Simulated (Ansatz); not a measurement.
# BHLYP/def2-SVP (core potential) run of InSiH4F (SMILES [F][InH][SiH3])

What is the electronic atomisation energy of InSiH4F at BHLYP/def2-SVP (core potential)? 

Program for the calculation: Ansatz 0.2.0.

56 further runs of the same task are left out: 56 set aside as unsound or not needed.

### Step 1. The molecule

The species is InSiH4F (7 atoms), meant as a singlet with charge 0. SMILES: `[F][InH][SiH3]`. The shape is that of a PBE0-D4/def2-TZVP optimisation.

Bond lengths: F1–In2 1.968 Å, In2–Si3 2.558 Å, In2–H4 1.714 Å, Si3–H5 1.486 Å, Si3–H6 1.486 Å, Si3–H7 1.487 Å. Angles: F1–In2–Si3 109.2°, F1–In2–H4 109.4°, Si3–In2–H4 141.4°, In2–Si3–H5 109.2°, In2–Si3–H6 109.1°, In2–Si3–H7 111.4°, H5–Si3–H6 109.2°, H5–Si3–H7 109.0°, H6–Si3–H7 109.0°.

### Step 2. The energy at BHLYP/def2-SVP (core potential)

File in.yaml:

```yaml
crystal:
  periodic: [false, false, false]
  atoms:
    - symbol: F
      position_ang: [-0.196000, -2.340000, 1.298800]
    - symbol: In
      position_ang: [-0.756000, -1.164900, -0.176800]
    - symbol: Si
      position_ang: [0.528000, 1.043100, -0.028600]
    - symbol: H
      position_ang: [-1.937800, -1.965900, -1.125300]
    - symbol: H
      position_ang: [1.986000, 0.765900, -0.108800]
    - symbol: H
      position_ang: [0.226000, 1.696000, 1.272200]
    - symbol: H
      position_ang: [0.149800, 1.965800, -1.131400]
basis:
  gaussian: {orbitals: def2-SVP}
hamiltonian: {xc: {name: BHLYP}}
accuracy: high
output: {orbitals: {seedname: orbitals}}
```

The run is started by

```
$ ansatz run in.yaml --threads 1 --pin off --max-ram 3480MiB --events-out events.jsonl --progress --plain --runs-dir runs
```

The program printed:

```text
Warning: RAYON_NUM_THREADS=1 ignored (pool sized by the plan → 1); use --threads N
Functional definition: BHLYP
  name "BHLYP"
  parameter a = 0.5
  exchange = (1 - a)*b88_x + a*exact_x
  correlation = lyp_c
1767 factors; integrals over basis functions are off by at most 7.9e-9 eV
mean field evaluation 1: about -15822.9614 eV, gradient 3.8e1 eV
mean field evaluation 2: about -15819.3954 eV, gradient 6.2e1 eV
mean field evaluation 4: about -15825.6162 eV, gradient 1.9e0 eV
mean field evaluation 8: about -15825.7931 eV, gradient 1.3e-1 eV
mean field evaluation 16: about -15825.7932 eV, gradient 1.0e-5 eV
mean field -15825.79315623 eV, -581.5871713837 hartree, gradient 7.3e-8 eV, S^2 0.000000; 0 other end points of the search recorded, 0 dependent functions left out
reference -15825.79318566 eV, -581.5871724651 hartree; 24, 24 occupied and 54, 54 virtual orbitals, 1767 factors
Total energy: -15825.79318566 eV, -581.5871724651 hartree
```

Run time: 6.6 s. Hardware: 1 thread of Arm Neoverse V2, shared host; peak memory 0.25 GiB.

### Step 3. The F atom, same level

File in.yaml:

```yaml
crystal:
  periodic: [false, false, false]
  atoms:
    - symbol: F
      position_ang: [0.000000, 0.000000, 0.000000]
basis:
  gaussian:
    orbitals: def2-SVP
hamiltonian:
  xc: {name: BHLYP}
accuracy: high
magnetization:
  spin_polarized: true
  initial_magnetization: 1
```

The run is started by

```
$ ansatz run in.yaml --threads 1 --pin off --max-ram 3480MiB --events-out events.jsonl --progress --plain --runs-dir runs
```

The program printed:

```text
Warning: RAYON_NUM_THREADS=1 ignored (pool sized by the plan → 1); use --threads N
[... 5 set-up lines as earlier in the session ...]
95 factors; integrals over basis functions are off by at most 1.3e-9 eV
mean field evaluation 1: about -2710.6440 eV, gradient 4.7e0 eV
mean field evaluation 2: about -2710.7031 eV, gradient 7.3e-1 eV
mean field evaluation 4: about -2710.7055 eV, gradient 2.3e-1 eV
mean field evaluation 8: about -2710.7057 eV, gradient 8.1e-4 eV
mean field -2710.70565229 eV, -99.6165953392 hartree, gradient 1.3e-8 eV, S^2 0.751326; 0 other end points of the search recorded, 0 dependent functions left out
reference -2710.70565939 eV, -99.6165956004 hartree; 5, 4 occupied and 9, 10 virtual orbitals, 95 factors
Total energy: -2710.70565939 eV, -99.6165956004 hartree
```

Wall time 0.26 s (1 thread of Arm Neoverse V2, shared host).

### Step 4. The H atom at the same level

File in.yaml:

```yaml
crystal:
  periodic: [false, false, false]
  atoms:
    - symbol: H
      position_ang: [0.000000, 0.000000, 0.000000]
basis:
  gaussian:
    orbitals: def2-SVP
accuracy: high
hamiltonian:
  xc: {name: BHLYP}
magnetization:
  spin_polarized: true
  initial_magnetization: 1
```

Run the same way, it converges to -0.49784 Eh (log not shown).

### Step 5. The In atom, same level

File run.yaml:

```yaml
crystal:
  periodic: [false, false, false]
  atoms:
    - {symbol: In, position_ang: [0.000000, 0.000000, 0.000000]}
basis:
  gaussian:
    orbitals: def2-SVP
magnetization:
  spin_polarized: true
  initial_magnetization: 1
accuracy: high
hamiltonian:
  xc: {name: BHLYP}
```

Run the same way, it converges to -190.03595 Eh (log not shown).

### Step 6. The Si atom

File input.yaml:

```yaml
crystal:
  periodic: [false, false, false]
  atoms:
    - symbol: Si
      position_ang: [0.000000, 0.000000, 0.000000]
basis:
  gaussian:
    orbitals: def2-SVP
hamiltonian:
  xc: {name: BHLYP}
magnetization:
  spin_polarized: true
  initial_magnetization: 2
accuracy: high
```

Run the same way, it converges to -289.27962 Eh (log not shown).

### Step 7. What came out

Level: BHLYP/def2-SVP (core potential).

| quantity | value |
| --- | --- |
| molecule: total energy | -581.58717 Eh |
| molecule: HOMO energy | -8.85 eV |
| molecule: LUMO energy | -1.29 eV |
| molecule: HOMO–LUMO gap | 7.56 eV |
| F atom: total energy | -99.61660 Eh |
| F atom: ⟨S²⟩ | 0.751 |
| H atom: total energy | -0.49784 Eh |
| H atom: ⟨S²⟩ | 0.750 |
| In atom: total energy | -190.03595 Eh |
| In atom: ⟨S²⟩ | 0.753 |
| Si atom: total energy | -289.27962 Eh |
| Si atom: ⟨S²⟩ | 2.004 |
| electronic atomisation energy | 18.059 eV |

What this shows: Taking the molecule apart into free atoms costs 18.06 eV (1742 kJ/mol), before zero-point energy and without spin-orbit coupling.
